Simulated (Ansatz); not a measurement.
# UHF/aug-cc-pVDZ run of C2H5Si (SMILES C=C[SiH2])

What is the electronic atomisation energy of C2H5Si at UHF/aug-cc-pVDZ? 

Program for the calculation: Ansatz 0.2.0.

25 further runs of the same task are left out: 25 set aside as unsound or not needed.

**1. The molecule**

C2H5Si has 8 atoms, charge 0, and is taken as a doublet. As SMILES, `C=C[SiH2]`. The coordinates come from a PBE0-D4/def2-TZVP relaxation.

Bond lengths: C1–C2 1.338 Å, C2–Si3 1.837 Å, C1–H4 1.086 Å, C1–H5 1.086 Å, C2–H6 1.089 Å, Si3–H7 1.487 Å, Si3–H8 1.487 Å. Angles: C1–C2–Si3 124.1°, C1–C2–H6 118.0°, Si3–C2–H6 117.8°, C2–C1–H4 121.8°, C2–C1–H5 122.0°, C2–Si3–H7 112.1°, C2–Si3–H8 113.3°, H4–C1–H5 116.2°, H7–Si3–H8 112.2°.

**2. The energy at UHF/aug-cc-pVDZ**

The input, run.yaml:

```yaml
crystal:
  periodic: [false, false, false]
  atoms:
    - {symbol: C, position_ang: [-0.408600, 0.930200, -0.877900]}
    - {symbol: C, position_ang: [-0.357700, 0.348900, 0.326600]}
    - {symbol: Si, position_ang: [0.886400, -0.913500, 0.807600]}
    - {symbol: H, position_ang: [0.266200, 0.644900, -1.679900]}
    - {symbol: H, position_ang: [-1.129000, 1.708400, -1.111700]}
    - {symbol: H, position_ang: [-1.056700, 0.689200, 1.089200]}
    - {symbol: H, position_ang: [1.531500, -1.544100, -0.375100]}
    - {symbol: H, position_ang: [0.360000, -1.921200, 1.765400]}
basis:
  gaussian:
    orbitals: aug-cc-pVDZ
magnetization:
  spin_polarized: true
  initial_magnetization: 1
hamiltonian:
  xc: hf
accuracy: high
output: {orbitals: {seedname: orbitals}}
```

On the command line:

```sh
$ ansatz run run.yaml --threads 1 --pin off --max-ram 3480MiB --events-out events.jsonl --progress --plain --runs-dir runs
```

Standard output:

```text
Warning: RAYON_NUM_THREADS=1 ignored (pool sized by the plan → 1); use --threads N
Functional definition: HF
  name "HF"
  exchange = exact_x
  correlation = 0
2333 factors; integrals over basis functions are off by at most 3.9e-9 eV
mean field evaluation 1: about -9996.5116 eV, gradient 2.4e1 eV
mean field evaluation 2: about -9996.5503 eV, gradient 2.4e1 eV
mean field evaluation 4: about -10000.5772 eV, gradient 3.0e0 eV
mean field evaluation 8: about -10000.8159 eV, gradient 3.6e-1 eV
mean field evaluation 16: about -10000.8333 eV, gradient 1.0e-4 eV
mean field -10000.83331959 eV, -367.5238456865 hartree, gradient 1.6e-8 eV, S^2 0.895376; 2 other end points of the search recorded, 0 dependent functions left out
reference -10000.83331959 eV, -367.5238456865 hartree; 16, 15 occupied and 102, 103 virtual orbitals, 2333 factors
Total energy: -10000.83331959 eV, -367.5238456865 hartree
```

It took 7.5 s on 1 thread of Arm Neoverse V2, shared host; peak memory 0.4 GiB.

**3. The C atom at the same level**

The input, in.yaml:

```yaml
crystal:
  periodic: [false, false, false]
  atoms:
    - {symbol: C, position_ang: [0.000000, 0.000000, 0.000000]}
basis:
  gaussian:
    orbitals: aug-cc-pVDZ
total_charge: 0
magnetization:
  spin_polarized: true
  initial_magnetization: 2
hamiltonian:
  xc: hf
accuracy: high
```

Run the same way, it converges to -37.68776 Eh (log not shown).

**4. The H atom**

The input, job.yaml:

```yaml
crystal:
  periodic: [false, false, false]
  atoms:
    - {symbol: H, position_ang: [0.000000, 0.000000, 0.000000]}
basis:
  gaussian:
    orbitals: aug-cc-pVDZ
total_charge: 0
magnetization:
  spin_polarized: true
  initial_magnetization: 1
hamiltonian:
  xc: hf
accuracy: high
```

Run the same way, it converges to -0.49933 Eh (log not shown).

**5. The Si atom at the same level**

The input, job.yaml:

```yaml
basis:
  gaussian:
    orbitals: aug-cc-pVDZ
crystal:
  periodic: [false, false, false]
  atoms:
    - {symbol: Si, position_ang: [0.000000, 0.000000, 0.000000]}
magnetization:
  spin_polarized: true
  initial_magnetization: 2
accuracy: high
hamiltonian:
  xc: hf
```

Run the same way, it converges to -288.85094 Eh (log not shown).

**6. Summary of results**

Level: UHF/aug-cc-pVDZ.

```
                                    quantity          value
                      molecule: total energy  -367.52385 Eh
molecule: HOMO energy (highest over α and β)       -8.39 eV
 molecule: LUMO energy (lowest over α and β)        0.93 eV
                              molecule: ⟨S²⟩          0.895
                        C atom: total energy   -37.68776 Eh
                                C atom: ⟨S²⟩          2.010
                        H atom: total energy    -0.49933 Eh
                                H atom: ⟨S²⟩          0.750
                       Si atom: total energy  -288.85094 Eh
                               Si atom: ⟨S²⟩          2.014
               electronic atomisation energy      21.788 eV
```

What this shows: Taking the molecule apart into free atoms costs 21.79 eV (2102 kJ/mol), before zero-point energy and without spin-orbit coupling. Hartree–Fock lacks the correlation of the bonding pairs, which as a rule makes this value much too low; in minimal bases other errors can mask that. ⟨S²⟩ (molecule) is 0.90 where a pure doublet has 0.75: the reference is spin-contaminated.
